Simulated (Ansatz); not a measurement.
The input (input.yaml):

```yaml
accuracy: low
crystal:
  lattice:
    - [5.048742, 0.0, 0.0]
    - [2.524371, 4.372339, 0.0]
    - [0.0, 0.0, 16.676426]
  atoms:
    - { symbol: H, position: [0.1666667, 0.1666667, 0.0599649] }
    - { symbol: H, position: [0.6666667, 0.1666667, 0.0599649] }
    - { symbol: H, position: [0.1666667, 0.6666667, 0.0599649] }
    - { symbol: H, position: [0.6666667, 0.6666667, 0.0599649] }
    - { symbol: C, position: [0.1666667, 0.1666667, 0.1259263] }
    - { symbol: C, position: [0.6666667, 0.1666667, 0.1259263] }
    - { symbol: C, position: [0.1666667, 0.6666667, 0.1259263] }
    - { symbol: C, position: [0.6666667, 0.6666667, 0.1259263] }
    - { symbol: C, position: [-0.1666667, 0.3333333, 0.1568253] }
    - { symbol: C, position: [0.3333333, 0.3333333, 0.1568253] }
    - { symbol: C, position: [-0.1666667, 0.8333333, 0.1568253] }
    - { symbol: C, position: [0.3333333, 0.8333333, 0.1568253] }
    - { symbol: C, position: [-0.16239528, 0.33528144, 0.2507578] }
    - { symbol: C, position: [0.33646334, 0.33417245, 0.25258759] }
    - { symbol: C, position: [-0.16478782, 0.83345215, 0.25638569] }
    - { symbol: C, position: [0.3365824, 0.83566592, 0.25080436] }
    - { symbol: C, position: [0.00489497, 0.00370641, 0.28124406] }
    - { symbol: C, position: [0.50289075, 0.00207062, 0.27206086] }
    - { symbol: C, position: [0.00463782, 0.50093002, 0.27275856] }
    - { symbol: C, position: [0.50474168, 0.5019952, 0.28293085] }
    - { symbol: "N", position: [0.51540235, 0.48967595, 0.3709529] }
    - { symbol: H, position: [0.53286818, 0.67154404, 0.39199419] }
    - { symbol: H, position: [0.31459845, 0.51213595, 0.39223236] }
    - { symbol: H, position: [1.00229452, 0.01477149, 0.34690821] }
basis:
  ecutwfc: 420.0
kpoints:
  mp_grid: { grid: [3, 3, 1] }
hamiltonian:
  xc: pbe
  pseudopotentials: { kind: paw, azcp: { folder: soft_1 } }
scf:
  occupations: { method: fermi_dirac, width: 0.02 }
  lower_state_search: "off"
md:
  timestep: 0.75
  n_steps: 110
  ensemble: nvt_langevin
  temperature: 300.0
  initial_velocities: maxwell_boltzmann
  seed: 281941
  friction: 0.005
  constraints: [{ sites: [0, 1, 2, 3, 4, 5, 6, 7, 8, 9, 10, 11] }]
```

Run as:

```bash
$ ansatz run input.yaml --threads 1 --pin off --max-ram 3072MiB --backend cpu --events-out ev --progress --plain --runs-dir out
```

Hardware: 1 thread of Arm Neoverse V1, with other jobs on the host.

Q: Roughly how long does this run take, and how much memory?

A: 13 min, with a peak of 0.61 GiB, for 111 ionic steps.
